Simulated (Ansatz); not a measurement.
LaRh₃C, space group Pm-3m, an equation of state with a fit

Run with the Ansatz DFT code, driven from Python.

Script `eos.py`:
```python
# -*- coding: utf-8 -*-
"""Bulk modulus of LaRh3C from an E(V) curve."""

import argparse

import ansatz as az
import numpy as np

parser = argparse.ArgumentParser(description="Bulk modulus of LaRh3C from an E(V) curve.")
parser.add_argument("--cutoff-ev", type=float, required=True, help="plane-wave cutoff (eV)")
parser.add_argument("--occupations", default="Fermi-Dirac", help="how the bands are filled")
parser.add_argument("--kgrid", type=int, nargs=3, required=True, help="k-point sampling")
args = parser.parse_args()

VECTORS = np.array([
    [4.26694, 0.0, 0.0],
    [0.0, 4.26694, 0.0],
    [0.0, 0.0, 4.26694],
])
SITES = [
    ("La", [0.5, 0.5, 0.5]),
    ("Rh", [0.5, 0.0, 0.0]),
    ("Rh", [0.0, 0.5, 0.0]),
    ("Rh", [0.0, 0.0, 0.5]),
    ("C", [0.0, 0.0, 0.0]),
]


def on_lattice(cell):
    crystal = az.Crystal(lattice=az.Lattice.of(cell))
    for symbol, position in SITES:
        crystal = crystal.atom(symbol, position)
    return crystal

# uniform scaling of the cell
volumes, energies = [], []
for scale in np.linspace(0.92, 1.08, 7):
    cell = VECTORS * scale ** (1 / 3)
    base = (
        on_lattice(cell).calculation()
        .functional(az.Functional.PBESOL)
        .basis(args.cutoff_ev)  # cutoff of the orbital basis
        .occupations(args.occupations, width=100 * az.meV)  # the run then minimises F = E - TS
        .kpoints(*args.kgrid)
    )
    summary = base.run(threads=1, pin="off").report
    volumes.append(abs(np.linalg.det(cell)) / len(SITES))
    energies.append(summary["free_energy_ev"] / len(SITES))
    print(f"V = {volumes[-1]:8.4f} A^3/atom  F = {energies[-1]:.5f} eV/atom")

# third-order Birch-Murnaghan: a cubic in V^(-2/3)
x = np.array(volumes) ** (-2 / 3)
poly = np.polynomial.Polynomial.fit(x, energies, 3).convert()
roots = poly.deriv().roots()
x0 = min((r.real for r in roots if abs(r.imag) < 1e-9 and poly.deriv(2)(r.real) > 0), key=lambda r: abs(r - x.mean()))
v0 = x0 ** -1.5
b0 = 4 / 9 * poly.deriv(2)(x0) * v0 ** (-7 / 3) * 160.21766
b1 = 4 + 2 / 3 * x0 * poly.deriv(3)(x0) / poly.deriv(2)(x0)
print(f"V0 = {v0:.4f} A^3/atom, B0 = {b0:.1f} GPa, dB/dP = {b1:.2f}")
```

```console
$ python eos.py --cutoff-ev 450.0 --kgrid 6 6 6
V =  14.2944 A^3/atom  F = -5085.22131 eV/atom
V =  14.7088 A^3/atom  F = -5085.23190 eV/atom
V =  15.1231 A^3/atom  F = -5085.22733 eV/atom
V =  15.5374 A^3/atom  F = -5085.20987 eV/atom
V =  15.9518 A^3/atom  F = -5085.18141 eV/atom
V =  16.3661 A^3/atom  F = -5085.14359 eV/atom
V =  16.7804 A^3/atom  F = -5085.09779 eV/atom
V0 = 14.7813 A^3/atom, B0 = 202.7 GPa, dB/dP = 4.72
```

A third-order Birch-Murnaghan fit through the 7 points has its minimum at 14.78 Å³ an atom, 4.9 % below the typed cell, with a bulk modulus of 203 GPa and dB/dP = 4.7. From that minimum the energy rises by 10.8 meV an atom on the compressed side and 134.3 meV on the expanded side. The window is off centre, so dB/dP is rough.

Caveats:
- Total energies depend on the potentials; only differences at equal settings carry meaning.
- No spin polarisation was allowed.
- For a metal this k-point mesh is coarse: on a finer one energies can move by several to tens of meV an atom and pressures by half a GPa or more, differences at one mesh by less.
- The structure comes from a database of computed cells and needn't be a stable or known phase.
- Finished in 23 s on 1 thread of Arm Neoverse V1 (shared host), peak memory 0.46 GiB.
